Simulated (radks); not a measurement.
**Ir²⁺ in [Xe] 4f14 5d7: an all-electron calculation**

What are the levels of the iridium ion Ir2+, how large are its shells, and how does its energy divide?

Program: radks (a radial shooting solver on a logarithmic mesh, Libxc functionals) version 1. Level of theory: Dirac Kohn-Sham, PBEsol, spin-unpolarised, spherical densities, point nucleus; open shells are shared between the two j in proportion to 2j + 1. These are calculated values, not measurements, unless marked.

## Step 1: What is computed

```
element       : iridium (Z = 77)
charge        : +2
electrons     : 75
configuration : [Xe] 4f14 5d7
```

The outer shells:

Ir²⁺
```
[Xe] core
4f [↑↓][↑↓][↑↓][↑↓][↑↓][↑↓][↑↓]
5d [↑↓][↑↓][↑ ][↑ ][↑ ]
```

## Step 2: The calculation

Input:

```text
Z 77
configuration [Xe] 4f14 5d7 6s0 6p0
relativity Dirac
functional pbe_sol,pbe_sol
spin unpolarised
j_filling average
nucleus point
c 137.035999084
```

On the command line:

```bash
> python run_ks.py task.json out
```

This one command runs every case of the session in turn.

**Question.** What will this run give?

The runs gave:

| quantity | value |
| --- | --- |
| total energy | -17851.9507 hartree |
| exchange-correlation share of it | 1.92 % |
| −T/E | 1.1399 |
| highest occupied level | 5d5/2, -23.913 eV |
| most extended occupied level | 5d5/2, <r> = 1.65 bohr |
| radius at density 0.001 e/bohr³ | 3.61 bohr |
| maxima of the radial density | 4 |
| ionisation energy, NIST | 28 (theory) eV |

5 principal shells are occupied and 4 maxima appear in the radial density; where shells overlap, one shows as a shoulder or not at all. −T/E is 1.140: with relativity the kinetic term as defined here no longer equals −E. Minus the highest eigenvalue, 23.913 eV, is 85 % of the tabulated ionisation energy (28 eV); the potential of a semilocal functional falls off too fast, so its top eigenvalue is too shallow. Spin polarisation and multiplet splitting are left out. Sharing an open shell by 2j + 1 raises it above the true ground level by a part of the spin-orbit splitting, which enters the differences from NIST.
